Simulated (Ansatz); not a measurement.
**InGa2As3: a trial structure relaxed**

Where does this trial cell of InGa2As3 go when cell and atoms are let free?

Computed with Ansatz 0.2.0 (DFT PBE, scalar-relativistic, plane waves, PAW, unless a step's input says otherwise).

### 1 The structure to begin with

Symmetry: Cmc2_1, No. 36, orthorhombic system. The conventional cell has a = 11.927 Å, b = 6.886 Å, c = 6.537 Å, α = 90.00°, β = 90.00°, γ = 90.00°. In (site symmetry m) is surrounded by 4 As at 2.44 to 2.45 Å. Around Ga (site symmetry 1) lie 4 As at 2.44 to 2.45 Å. As (site symmetry 1) is surrounded by 3 Ga at 2.44 to 2.45 Å and 1 In at 2.44 Å. As (site symmetry m) is surrounded by 2 Ga at 2.44 Å and 2 In at 2.44 to 2.45 Å.

As a file:

```
CELL_PARAMETERS angstrom
5.96351 -3.44303 0.00000
5.96351 3.44303 0.00000
0.00000 0.00000 6.53678
ATOMIC_POSITIONS crystal
In 0.33333 0.66667 0.00059
In 0.66667 0.33333 0.50059
Ga 0.00000 0.33333 0.00059
Ga 0.66667 0.00000 0.00059
Ga 0.00000 0.66667 0.50059
Ga 0.33333 0.00000 0.50059
As 0.00000 0.33333 0.37491
As 0.33333 0.66667 0.37491
As 0.66667 0.00000 0.37491
As 0.66667 0.33333 0.87491
As 0.00000 0.66667 0.87491
As 0.33333 0.00000 0.87491
```

The start is an ordering of an alloy on its end members' structure types: elements ordered on the sites of the InAs type, Ga/In on In (Cmc2_1, No. 36).

### 2 A first look at the guess

Contents of input.yaml:

```yaml
crystal:
  lattice:
    - [5.96350622, -3.44303192, 0.0]
    - [5.96350622, 3.44303192, 0.0]
    - [0.0, 0.0, 6.53678143]
  atoms:
    - { symbol: In, position: [0.33333333, 0.66666667, 0.00058812] }
    - { symbol: In, position: [0.66666667, 0.33333333, 0.50058812] }
    - { symbol: Ga, position: [0.0, 0.33333333, 0.00058812] }
    - { symbol: Ga, position: [0.66666667, 0.0, 0.00058812] }
    - { symbol: Ga, position: [0.0, 0.66666667, 0.50058812] }
    - { symbol: Ga, position: [0.33333333, 0.0, 0.50058812] }
    - { symbol: As, position: [0.0, 0.33333333, 0.37491184] }
    - { symbol: As, position: [0.33333333, 0.66666667, 0.37491184] }
    - { symbol: As, position: [0.66666667, 0.0, 0.37491184] }
    - { symbol: As, position: [0.66666667, 0.33333333, 0.87491184] }
    - { symbol: As, position: [0.0, 0.66666667, 0.87491184] }
    - { symbol: As, position: [0.33333333, 0.0, 0.87491184] }
basis:
  ecutwfc: 420
kpoints:
  mp_grid: { grid: [3, 3, 4] }
hamiltonian:
  xc: pbe
scf:
  occupations: { method: gaussian, width: 0.1 }
  lower_state_search: "off"
output:
  forces: true
  stress: true
  eigenvalues: true
```

Command:

```console
ansatz run input.yaml --threads 4 --pin off --max-ram 8192MiB --backend cpu --events-out ev --progress --plain --runs-dir out
```

The session goes on with these runs: coarse relaxation; relaxation on the finer mesh.

Q: Predict the outcome of this session. Wanted: conventional cell; volume; energy over the elements; gap on the mesh.

**Answer**, as computed:

| quantity | value |
| --- | --- |
| symmetry at the end (tolerance 0.05 Å) | space group Cmc2_1 (No. 36) |
| conventional cell | a = 12.459 Å, b = 7.195 Å, c = 6.828 Å, α = 90.00°, β = 90.00°, γ = 90.00° |
| volume | 25.50 Å³/atom |
| energy over the elements | -0.30 eV/atom |
| gap on the mesh | none (metal) |

In words: The space group Cmc2_1 (No. 36) is kept, and the volume per atom grows by 14.0 % from the first guess. It lies below the elements, which doesn't yet make it stable: competing phases were not computed in this session. No finished test with a distortion of lower symmetry is shown, so the end may be a saddle point.

Spin-orbit coupling is left out, though the cell holds In; it can move the gap.
